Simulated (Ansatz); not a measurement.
This script drives Ansatz 0.2.0 through its Python package.

The script, `bend_brgah2s.py`:
```python
import logging
import sys

import ansatz as az
from ase import Atoms

logging.basicConfig(stream=sys.stdout, format="%(levelname)s %(message)s")
log = logging.getLogger("ansatz_job")
log.setLevel(logging.INFO)

atoms = Atoms(["S", "Ga", "Br", "H", "H"], positions=[
    (-1.59936, -0.43679, -0.48562),
    (0.47326, -0.02906, 0.19635),
    (1.76504, -1.72423, 1.00485),
    (-1.79713, 0.81614, -0.89417),
    (1.1582, 1.37394, 0.17859),
])

first = az.Crystal.molecule_from_ase(atoms).calculation()
first = first.basis(gaussian="def2-SVP").functional("r2scan0")
first = first.relax(force_tolerance=0.02, max_steps=80)
atoms.positions = first.run(threads=1).report["positions_ang"]

rows = []
for angle in [90, 100, 110, 120, 135, 150, 165, 179]:
    bent = atoms.copy()
    bent.set_angle(1, 0, 3, angle, indices=[3])
    job = az.Crystal.molecule_from_ase(bent).calculation().basis(gaussian="def2-SVP").functional("r2scan0")
    rows.append((angle, job.run(threads=1).report["free_energy_ev"]))
floor = min(e for _, e in rows)
for angle, e in rows:
    log.info(f"angle Ga1-S0-H3 = {angle:3d} deg   {1000 * (e - floor):9.1f} meV")
```

It is started by `python bend_brgah2s.py`. How long does it take on 1 thread of Arm Neoverse V1, with other jobs on the host, and how much memory does it need?

It took about 100 s, with a peak of 0.3 GiB, for 9 runs of the engine.

Running `python bend_brgah2s.py` prints:
```text
INFO angle Ga1-S0-H3 =  90 deg         0.0 meV
INFO angle Ga1-S0-H3 = 100 deg        11.0 meV
INFO angle Ga1-S0-H3 = 110 deg       113.4 meV
INFO angle Ga1-S0-H3 = 120 deg       295.5 meV
INFO angle Ga1-S0-H3 = 135 deg       679.8 meV
INFO angle Ga1-S0-H3 = 150 deg      1117.3 meV
INFO angle Ga1-S0-H3 = 165 deg      1478.6 meV
INFO angle Ga1-S0-H3 = 179 deg      1620.5 meV
```

The scan is rigid, and the energies are electronic, in a modest basis. The zero is the lowest point of the grid, which needn't be the minimum.
